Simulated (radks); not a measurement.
# Xe⁺ in [Kr] 4d10 5s2 5p5: an all-electron calculation

The task here is to estimate one member of a computed series from the others.

Method: scalar-relativistic Kohn-Sham, B86b exchange with PBE correlation, spin-unpolarised, spherical densities, point nucleus. Code: radks (a radial shooting solver on a logarithmic mesh, Libxc functionals) version 1.

### What is computed

| Property | Result |
| --- | --- |
| element | xenon (Z = 54) |
| charge | +1 |
| electrons | 53 |
| configuration | [Kr] 4d10 5s2 5p5 |

The outer shells:

Xe⁺
```
[Kr] core
4d [↑↓][↑↓][↑↓][↑↓][↑↓]
5s [↑↓]
5p [↑↓][↑↓][↑ ]
```

Set-up of the first run:

The run's settings:

```text
Z 54
configuration [Kr] 4d10 5s2 5p5
relativity scalar-relativistic
functional b86_mgc,pbe
spin unpolarised
nucleus point
c 137.035999084
```

Among the steps run: Self-consistent calculation.

One of the session's tables, all rows but one given; the rest of the session is left out.

It belongs to the step «Shells». Sizes of the orbitals, from the radial functions (bohr):

| level | <r> | outermost maximum (interpolated) | 90 % within | nodes |
| --- | --- | --- | --- | --- |
| 1s | ? | ? | ? | ? |
| 2s | 0.1146 | 0.0969 | 0.177 | 1 |
| 2p | 0.1003 | 0.0778 | 0.163 | 0 |
| 3s | 0.3063 | 0.279 | 0.450 | 2 |
| 3p | 0.3044 | 0.273 | 0.456 | 1 |
| 3d | 0.2809 | 0.226 | 0.441 | 0 |
| 4s | 0.7166 | 0.661 | 1.03 | 3 |
| 4p | 0.7647 | 0.693 | 1.12 | 2 |
| 4d | 0.8759 | 0.748 | 1.33 | 1 |
| 5s | 1.825 | 1.61 | 2.65 | 4 |
| 5p | 2.188 | 1.87 | 3.23 | 3 |

Estimate the missing values for 1s.

As computed: <r>: 0.02665; outermost maximum (interpolated): 0.0172; 90 % within: 0.0480; nodes: 0. In the column «<r>» it is the lowest.

To keep in mind: Spin polarisation and multiplet splitting are left out.
